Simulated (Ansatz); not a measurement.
# BaRe (CsCl type): a single-point run

Wanted: a converged single-point run for BaRe (CsCl type), and a check of what comes out. The structure is shown as the input types it.

Computed with Ansatz 0.2.0 (DFT PBE, scalar-relativistic, plane waves, PAW, unless a step's input says otherwise).

1 further run of the same task is left out (set aside as unsound or not needed). Runs told in other sessions of the task aren't counted.

## Step 1: The starting structure

The structure is cubic, space group Pm-3m (No. 221). Conventional cell: a = 3.723 Å, b = 3.723 Å, c = 3.723 Å, α = 90.00°, β = 90.00°, γ = 90.00°. Around Ba (site symmetry m-3m) lie 8 Re at 3.22 Å. Re (site symmetry m-3m) is surrounded by 8 Ba at 3.22 Å.

Coordinates:

```
CELL_PARAMETERS angstrom
3.72334 0.00000 0.00000
0.00000 3.72334 0.00000
0.00000 0.00000 3.72334
ATOMIC_POSITIONS crystal
Ba 0.00000 0.00000 0.00000
Re 0.50000 0.50000 0.50000
```

## Step 2: The run

The input, input.yaml:

```yaml
crystal:
  lattice:
    - [3.7233438108, 0.0, 0.0]
    - [0.0, 3.7233438108, 0.0]
    - [0.0, 0.0, 3.7233438108]
  atoms:
    - { symbol: Ba, position: [0.0, 0.0, 0.0] }
    - { symbol: Re, position: [0.5, 0.5, 0.5] }
basis:
  ecutwfc: 420
  ecutrho_ratio: 4
kpoints:
  mp_grid: { grid: [8, 8, 8] }
hamiltonian:
  xc: pbe
scf:
  occupations: { method: gaussian, width: 0.05 }
  convergence: { dr2_threshold: 1.0e-16 }
  max_iter: 75
output:
  forces: true
  stress: true
```

Command:

```
$ ansatz run input.yaml --threads 2 --pin off --max-ram 2662MiB --backend cpu --events-out ev --progress --plain --runs-dir out
```

Q: Will this input give a usable result? If not, why, and what should change?

The program finished normally. That alone doesn't make the input a sound one.

In the input, scf.convergence.dr2_threshold is 1.0e-16. What could go wrong: threshold needlessly tight. Once met, so tight a threshold does no harm; it costs cycles.

Run again and compare: delete scf.convergence.dr2_threshold (the default then holds).
